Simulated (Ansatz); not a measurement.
This was printed by a script on the Ansatz DFT code, driven from Python, for a ladder of methods at one geometry of HTe. What did the script look like? Settings (for the species named): MP2, def2-SVP basis, multiplicity 2. The script varies method: mp2, ccsd, ccsd_t, bccd_t.

```xyz
2

Te   -0.6984    0.2038   -0.3685
H     0.7278   -0.2639    0.3725
```

`python methods_hte.py` gives:
```text
Hartree-Fock reference -267.563098 Ha
mp2      total -267.666292 Ha  correlation   -2.8081 eV  (84.1 % of the last)
ccsd     total -267.683432 Ha  correlation   -3.2744 eV  (98.1 % of the last)
ccsd_t   total -267.685763 Ha  correlation   -3.3379 eV  (100.0 % of the last)
bccd_t   total -267.685762 Ha  correlation   -3.3378 eV  (100.0 % of the last)
```

One script that gives this output:

Script `methods_hte.py`:
```python
"""HTe at several levels of theory."""

import argparse

import ansatz as az

parser = argparse.ArgumentParser(description="HTe at several levels of theory.")
parser.add_argument("--basis", default="def2-SVP", help="basis")
args = parser.parse_args()

geometry_ang = [
    ("Te", (-0.6984, 0.2038, -0.3685)),
    ("H", (0.7278, -0.2639, 0.3725)),
]
molecule = az.Crystal.molecule()
for symbol, xyz in geometry_ang:
    molecule = molecule.atom(symbol, xyz)

model = (
    molecule.calculation()
    .basis(gaussian=args.basis)
    .spin("collinear", total=1)
)

methods = ["mp2", "ccsd", "ccsd_t", "bccd_t"]
reports = [model.correlation(m).run(threads=1, backend="cpu").report for m in methods]
print(f"Hartree-Fock reference {reports[0]['reference_energy_ev'] / 27.211386246:.6f} Ha")
best = reports[-1]["free_energy_ev"] - reports[-1]["reference_energy_ev"]
for method, each in zip(methods, reports):
    gained = each["free_energy_ev"] - each["reference_energy_ev"]
    print(f"{method:8s} total {each['free_energy_ev'] / 27.211386246:.6f} Ha  correlation {gained:9.4f} eV  ({100 * gained / best:.1f} % of the last)")
```

Caveats:
- Total energies depend on the basis set; only differences at equal settings carry meaning.
- The geometry is a force-field or estimated start, not a minimum of this method, and the basis set is short of its limit. A lower total doesn't mark the better method: functionals have no common bound, and MP2 and coupled cluster aren't variational.
- def2 sets replace the cores of elements past krypton by effective core potentials.
- The species is open-shell (spin multiplicity 2).
- Inner cores stay frozen; a filled d shell under the valence of the heavier atoms is correlated with it.
- Wall time of the script: 2.6 s on 1 thread of Arm Neoverse V2, on a shared host, peak memory 0.16 GiB.

(A comment or docstring line of the script was reworded after the run, the code is as it ran; lines on the test bed's own set-up are left out of the output.)
